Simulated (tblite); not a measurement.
# C7H7FSi: the cost of one run

Computed with tblite 0.8.0 and PySCF 2.14.0, with density-fitted response routines of our own, on a single molecule in the gas phase. Atoms count from 0, in the outputs and in this text.

## (1) The starting structure

16 atoms, charge 0, multiplicity 1; geometry from: force field or distance geometry start.

Bonds of the start (Å): C0–C1 1.22, C1–C2 1.46, C2–Si3 1.84, Si3–C4 1.82, C4–C5 1.35, C5–F6 1.35, C4–C7 1.46, C7–C8 1.36, C7–C2 1.48, C0–H9 1.06, C2–H10 1.13, Si3–H11 1.48, Si3–H12 1.46, C5–H13 1.10, C8–H14 1.05, C8–H15 1.10.

## (2) Optimising the geometry with GFN2-xTB

Job settings and geometry (Å):

```
{"job": {"kind": "relax", "xc": "GFN2-xTB", "basis": "xTB"}, "charge": 0, "multiplicity": 1}
C      3.265700    -0.385400    -0.397100
C      2.143700     0.043000    -0.181400
C      0.815500     0.571300     0.102500
Si     0.059000    -0.129600     1.623800
C     -1.239200     0.240300     0.399000
C     -2.527000     0.639200     0.390600
F     -3.191000     0.871700     1.542500
C     -0.277600    -0.068700    -0.659400
C     -0.402500    -0.709600    -1.846900
H      4.241700    -0.762600    -0.588200
H      0.774500     1.696400     0.071300
H      0.329000    -1.567000     1.831300
H      0.052600     0.685000     2.840500
H     -3.053500     0.787400    -0.560500
H      0.413300    -0.835600    -2.501600
H     -1.411500    -1.067000    -2.077800
```

The run is started by

```
> OMP_NUM_THREADS=1 python probes_run.py task.json out
```

The driver reads the jobs from task.json and runs them one after another.

**Question.** How long does this first job take on 1 thread of Intel Xeon at 2.50GHz, shared host, and how much memory does it need?

About 2.5 s, with a peak of 0.18 GiB.
